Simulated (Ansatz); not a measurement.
# TiN (rocksalt type): the cost of one run

Method: DFT PBE, with the methods named in each step, in Ansatz 0.2.0.

### 1 Starting point

Symmetry: Fm-3m, No. 225, cubic system. Conventional cell: a = 4.309 Å, b = 4.309 Å, c = 4.309 Å, α = 90.00°, β = 90.00°, γ = 90.00°. Ti (site symmetry m-3m) has 6 N at 2.15 Å as nearest neighbours. N (site symmetry m-3m) is surrounded by 6 Ti at 2.15 Å.

Coordinates:

```xyz
2
Lattice="0.0000 2.1544 2.1544 2.1544 0.0000 2.1544 2.1544 2.1544 0.0000" Properties=species:S:1:pos:R:3 pbc="T T T"
Ti    0.0000    0.0000    0.0000
N     2.1544    2.1544    2.1544
```

Whether this phase is the stable one at these pressures isn't tested.

Atoms are numbered in the order of the input: Ti1, N2.

### 2 Cell relaxed at zero pressure, PAW

File input.yaml:

```yaml
crystal:
  lattice:
    - [0.0, 2.15443469, 2.15443469]
    - [2.15443469, 0.0, 2.15443469]
    - [2.15443469, 2.15443469, 0.0]
  atoms:
    - { symbol: Ti, position: [0.0, 0.0, 0.0] }
    - { symbol: "N", position: [0.5, 0.5, 0.5] }
kpoints:
  mp_grid: { grid: [15, 15, 15] }
scf:
  occupations: { method: fermi_dirac, width: 0.1 }
hamiltonian:
  xc: pbe
  pseudopotentials: { kind: paw }
output:
  forces: true
  stress: true
relax:
  f_tol: 0.005
  max_steps: 40
  cell: {}
```

The run is started by

```sh
$ ansatz run input.yaml --threads 1 --pin off --max-ram 2048MiB --backend cpu --events-out ev --progress --plain --runs-dir out
```

**Question.** How long does this run take on 1 thread of Arm Neoverse V2, shared host, and how much memory does it need?

About 13 s, with a peak of 0.33 GiB.
